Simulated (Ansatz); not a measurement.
# F2GeH4N2: comparison of dispersion corrections

Wanted for F2GeH4N2: a comparison of dispersion corrections. SMILES: [NH2][Ge]([NH2])([F])[F].

Computed with Ansatz 0.2.0 through its Python package. The levels of theory stand in the script.

### 1 The structure

Bond lengths: N1–Ge2 1.811 Å, Ge2–N3 1.852 Å, Ge2–F4 1.702 Å, Ge2–F5 1.768 Å, N1–H6 1.092 Å, N1–H7 1.066 Å, N3–H8 1.053 Å, N3–H9 1.107 Å. Angles: N1–Ge2–N3 109.0°, N1–Ge2–F4 111.6°, N1–Ge2–F5 108.5°, N3–Ge2–F4 109.9°, N3–Ge2–F5 110.7°, F4–Ge2–F5 107.1°, Ge2–N1–H6 108.7°, Ge2–N1–H7 109.0°, H6–N1–H7 102.8°, Ge2–N3–H8 106.1°, Ge2–N3–H9 107.5°, H8–N3–H9 102.6°.

The script holds or builds the structure itself.

### 2 Script

run_disp.py reads:

```python
# -*- coding: utf-8 -*-
'''Size of D3 and D4 in F2GeH4N2.'''

import ansatz as az

geometry_ang = [
    ('N', (-0.2844, 1.5043, -0.3887)),
    ('Ge', (0.1089, -0.2637, -0.3821)),
    ('N', (-0.0242, -0.9058, 1.3504)),
    ('F', (-0.9314, -1.1396, -1.4058)),
    ('F', (1.7503, -0.4744, -1.0035)),
    ('H', (-1.325, 1.6336, -0.0822)),
    ('H', (-0.2902, 1.854, -1.396)),
    ('H', (0.3589, -1.8866, 1.3279)),
    ('H', (0.7255, -0.3682, 1.963)),
]
system = az.Crystal.molecule()
for symbol, xyz in geometry_ang:
    system = system.atom(symbol, xyz)

base = system.calculation().basis(gaussian='def2-SVP')
for name in ['b3lyp', 'r2scan']:
    for correction in ('d3bj', 'd4'):
        r = base.functional(name, dispersion=correction).run().report
        print(f'{name:8s} {correction:5s} total {r["free_energy_ev"]:.5f} eV, of which dispersion {1000 * r["dispersion"]["energy"]["ev"]:.2f} meV')
```

### 3 The input behind the calls

The engine receives this input (first run):

```yaml
crystal:
  periodic: [false, false, false]
  atoms:
    - { symbol: "N", position_ang: [-0.2844, 1.5043, -0.3887] }
    - { symbol: Ge, position_ang: [0.1089, -0.2637, -0.3821] }
    - { symbol: "N", position_ang: [-0.0242, -0.9058, 1.3504] }
    - { symbol: F, position_ang: [-0.9314, -1.1396, -1.4058] }
    - { symbol: F, position_ang: [1.7503, -0.4744, -1.0035] }
    - { symbol: H, position_ang: [-1.325, 1.6336, -0.0822] }
    - { symbol: H, position_ang: [-0.2902, 1.854, -1.396] }
    - { symbol: H, position_ang: [0.3589, -1.8866, 1.3279] }
    - { symbol: H, position_ang: [0.7255, -0.3682, 1.963] }
basis:
  gaussian:
    orbitals: def2-SVP
hamiltonian:
  xc: b3lyp
  dispersion: d3bj
```

### 4 The run

Command:

```console
> python run_disp.py
```

Standard output:

```text
b3lyp    d3bj  total -64987.46243 eV, of which dispersion -275.44 meV
b3lyp    d4    total -64987.46247 eV, of which dispersion -275.48 meV
DeckWarning: the engine holds no damping parameters fitted to this dispersion correction and functional, so the run takes those fitted to r2scan beside the three-body term, which d3bj leaves out (hamiltonian.dispersion, under Limitations)
r2scan   d3bj  total -64982.08727 eV, of which dispersion -42.55 meV
r2scan   d4    total -64982.08565 eV, of which dispersion -40.93 meV
```

(Warnings from the package without file and line.)

It took 21 s on 1 thread of Arm Neoverse V1, shared host; peak memory 0.29 GiB.

### 5 What changed from run to run

The engine's inputs for the other runs:

Run 2, against run 1:

```diff
@@ -18 +18 @@
-  dispersion: d3bj
+  dispersion: d4
```

Run 3, against run 1:

```diff
@@ -17 +17 @@
-  xc: b3lyp
+  xc: r2scan
```

Run 4, against run 1:

```diff
@@ -17,2 +17,2 @@
-  xc: b3lyp
-  dispersion: d3bj
+  xc: r2scan
+  dispersion: d4
```

Lines on the test bed's own set-up are left out of the output.

A comment line of the script is reworded here; the code is as run.

### 6 The engine's runs

One row for each of the 4 runs:

| run | functional | dispersion | energy (eV) | SCF cycles | CPU time (s) |
| --- | --- | --- | --- | --- | --- |
| 1 | b3lyp | d3bj | -64987.4624 | 18 | 4 |
| 2 | b3lyp | d4 | -64987.4625 | 18 | 4 |
| 3 | r2scan | d3bj | -64982.0873 | 18 | 6.2 |
| 4 | r2scan | d4 | -64982.0857 | 18 | 6.3 |

Totals hang on method, basis and potentials, so only like runs compare.

### 7 Outcome

| quantity | value |
| --- | --- |
| dispersion energy | -275.48 to -40.93 meV |
| runs compared | 4 |

What this shows: The dispersion term depends on the functional it is damped for, so it isn't a property of the molecule alone. All 4 runs converged. Notes:
- The geometry is a force-field or estimated start, not a minimum of this method, and the basis set is short of its limit. D4 holds the three-body term, and d3bj doesn't.
- b3lyp holds the VWN-RPA fit, as in Gaussian; the form of ORCA and Turbomole is b3lyp5.
- A dispersion term here runs with damping parameters fitted for another variant or functional.
